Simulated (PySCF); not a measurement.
**C2H9OPSi (SMILES C[Si](C)(O)P) at 5 levels**

Aim: a comparison of 5 runs (HF/STO-3G, HF/3-21G, HF/def2-SVP, B3LYP/STO-3G, B3LYP/6-31G*) of C2H9OPSi. The job is set up through a Python script.

Program for the calculation: PySCF 2.14.0.

### 1 The molecule

C2H9OPSi: 14 atoms, total charge 0, spin state singlet. As SMILES, `C[Si](C)(O)P`. Geometry: relaxed at PBE0-D4/def2-TZVP. This is one conformer, not always the lowest.

Bond lengths: C1–Si2 1.869 Å, Si2–C3 1.867 Å, Si2–O4 1.657 Å, Si2–P5 2.255 Å, C1–H6 1.095 Å, C1–H7 1.092 Å, C1–H8 1.093 Å, C3–H9 1.094 Å, C3–H10 1.093 Å, C3–H11 1.092 Å, O4–H12 0.958 Å, P5–H13 1.423 Å, P5–H14 1.421 Å. Some angles: C1–Si2–C3 109.9°, C1–Si2–O4 110.2°, C1–Si2–P5 113.8°, C3–Si2–O4 111.4°, C3–Si2–P5 108.3°, O4–Si2–P5 103.2°, Si2–C1–H6 111.0°, Si2–C1–H7 111.1°, Si2–C1–H8 110.8°, Si2–C3–H9 110.9°.

### 2 Energy and gradient at HF/STO-3G (run 1)

Input file geometry.xyz:

```xyz
14
C2H9OPSi
C     -1.133300     1.146600    -0.047200
Si    -0.084700    -0.397500     0.052800
C      1.438600    -0.064500     1.080500
O     -0.971400    -1.650300     0.676900
P      0.573800    -1.184000    -1.955300
H     -1.445000     1.475100     0.949900
H     -2.030600     0.973800    -0.645600
H     -0.574000     1.966300    -0.505200
H      1.164800     0.267000     2.086800
H      2.054200     0.718400     0.629300
H      2.049000    -0.965400     1.175200
H     -1.509300    -1.469400     1.448700
H      1.128500     0.069400    -2.337100
H     -0.673400    -0.914500    -2.580800
```

Input file calc.py:

```python
from pyscf import gto, scf

mol = gto.M(
    atom='geometry.xyz',
    verbose=3,
    spin=0,
    max_memory=1860,
    basis='sto-3g',
)

mf = scf.RHF(mol)
mf.conv_tol = 1e-10
mf.kernel()
if not mf.converged:
    mf = mf.newton().run(mf.mo_coeff, mf.mo_occ)

etot = mf.e_tot
print('Final energy', etot)
grad = mf.nuc_grad_method().kernel()
dip = mf.dip_moment()
pop, q = mf.mulliken_pop()
```

Started as:

```sh
$ OMP_NUM_THREADS=1 python calc.py
```

Log:

```text
converged SCF energy = -776.469225125129
Final energy -776.4692251251292
[... 8 lines left out ...]
Dipole moment(X, Y, Z, Debye): -0.43731,  1.71517,  0.78885
[... 57 lines left out ...]
charge of   13H =     -0.12121
```

Run time: 9.6 s. Hardware: 1 thread of Intel Xeon at 2.50GHz (Skylake/Cascade Lake), shared host; peak memory 0.12 GiB.

### 3 Energy and forces at HF/3-21G (run 2)

Input file run.py:

```python
import pyscf.grad
from pyscf import gto

mol = gto.M(
    atom='''
C     -2.141627     2.166760    -0.089195
Si    -0.160060    -0.751166     0.099778
C      2.718560    -0.121887     2.041849
O     -1.835680    -3.118615     1.279156
P      1.084325    -2.237436    -3.694981
H     -2.730654     2.787535     1.795051
H     -3.837278     1.840215    -1.220007
H     -1.084703     3.715768    -0.954690
H      2.201153     0.504557     3.943480
H      3.881875     1.357579     1.189205
H      3.872049    -1.824342     2.220806
H     -2.852164    -2.776764     2.737646
H      2.132556     0.131147    -4.416479
H     -1.272542    -1.728155    -4.877005
''',
    max_memory=1860,
    charge=0,
    verbose=3,
    unit='bohr',
    basis='3-21g',
)

mf = mol.RHF()
mf.conv_tol = 1e-10
mf.kernel()
if not mf.converged:
    mf = mf.newton().run(mf.mo_coeff, mf.mo_occ)

etot = mf.e_tot
print('E(%s) = %.9f' % ('HF', etot))
grad = mf.Gradients().kernel()
dip = mf.dip_moment()
pop, q = mf.mulliken_pop()
```

Started as:

```sh
$ OMP_NUM_THREADS=1 python run.py
```

Log:

```text
converged SCF energy = -781.446007933842
[... 9 lines left out ...]
Dipole moment(X, Y, Z, Debye): -1.17226,  3.01933,  2.21282
[... 86 lines left out ...]
charge of   13H =     -0.03339
```

Wall time 11 s (1 thread of Intel Xeon at 2.50GHz (Skylake/Cascade Lake), shared host); peak memory 0.14 GiB.

Runs 3 to 4 aren't shown in full; the table further down has their settings and results.

### 4 Energy and gradient at B3LYP/6-31G(d) (spherical functions) (run 5)

run.py: that of step 3 with these lines changed.

```diff
@@ -1,6 +1,5 @@
-import pyscf.grad
-from pyscf import gto
+from pyscf import gto, dft
 
-mol = gto.M(
-    atom='''
+system = gto.Mole()
+system.atom = '''
 C     -2.141627     2.166760    -0.089195
@@ -19,12 +18,14 @@
 H     -1.272542    -1.728155    -4.877005
-''',
-    max_memory=1860,
-    charge=0,
-    verbose=3,
-    unit='bohr',
-    basis='3-21g',
-)
+'''
+system.verbose = 4
+system.basis = '6-31g*'
+system.max_memory = 1860
+system.spin = 0
+system.unit = 'bohr'
+system.build()
 
-mf = mol.RHF()
+mf = dft.RKS(system)
+mf.xc = 'b3lyp'
 mf.conv_tol = 1e-10
+mf.grids.level = 5
 mf.kernel()
@@ -33,5 +34,5 @@
 
-etot = mf.e_tot
-print('E(%s) = %.9f' % ('HF', etot))
-grad = mf.Gradients().kernel()
+e_tot = mf.e_tot
+print(f'total energy: {e_tot:.8f} hartree')
+grad = mf.nuc_grad_method().kernel()
 dip = mf.dip_moment()
```

Started as:

```sh
$ OMP_NUM_THREADS=1 python run.py
```

Log:

```text
PySCF version 2.14.0

[... 84 lines left out ...]
converged SCF energy = -787.756994111063
total energy: -787.75699411 hartree
[... 12 lines left out ...]
Dipole moment(X, Y, Z, Debye): -0.93852,  2.28072,  1.78209
[... 111 lines left out ...]
charge of   13H =      0.01632
```

It took 2 min on 1 thread of Intel Xeon at 2.50GHz (Skylake/Cascade Lake), shared host; peak memory 0.95 GiB.

### 5 Overview of the runs

| run | level | integration grid | energy (Eh) | dipole moment (D) | HOMO energy (eV) | LUMO energy (eV) | wall time |
| --- | --- | --- | --- | --- | --- | --- | --- |
| 1 | HF/STO-3G | – | -776.469225 | 1.94 | -7.13 | 10.62 | 9.6 s |
| 2 | HF/3-21G | – | -781.446008 | 3.92 | -9.61 | 4.76 | 11 s |
| 3 | HF/def2-SVP | – | -785.264947 | 2.98 | -9.66 | 3.95 | 48 s |
| 4 | B3LYP/STO-3G | 5 | -778.530194 | 1.83 | -3.69 | 5.86 | 49 s |
| 5 | B3LYP/6-31G* (spherical functions) | 5 | -787.756994 | 3.04 | -6.73 | 0.81 | 2 min |

### 6 Results

```
                       quantity          value
            run 5: total energy  -787.75699 Eh
           run 5: dipole moment         3.04 D
             run 5: HOMO energy       -6.73 eV
             run 5: LUMO energy        0.81 eV
           run 5: HOMO–LUMO gap        7.55 eV
run 5: largest force on an atom     0.644 eV/Å
```

**Reading.** The dipole moment (its size) runs from 1.83 D (B3LYP/STO-3G) to 3.92 D (HF/3-21G). The two ends differ in method and basis. The HOMO–LUMO gap runs from 7.55 eV (B3LYP/6-31G*) to 17.75 eV (HF/STO-3G). In runs 1, 4 the basis is minimal, so the values are rough. All runs together took 4 min, the longest 2 min.
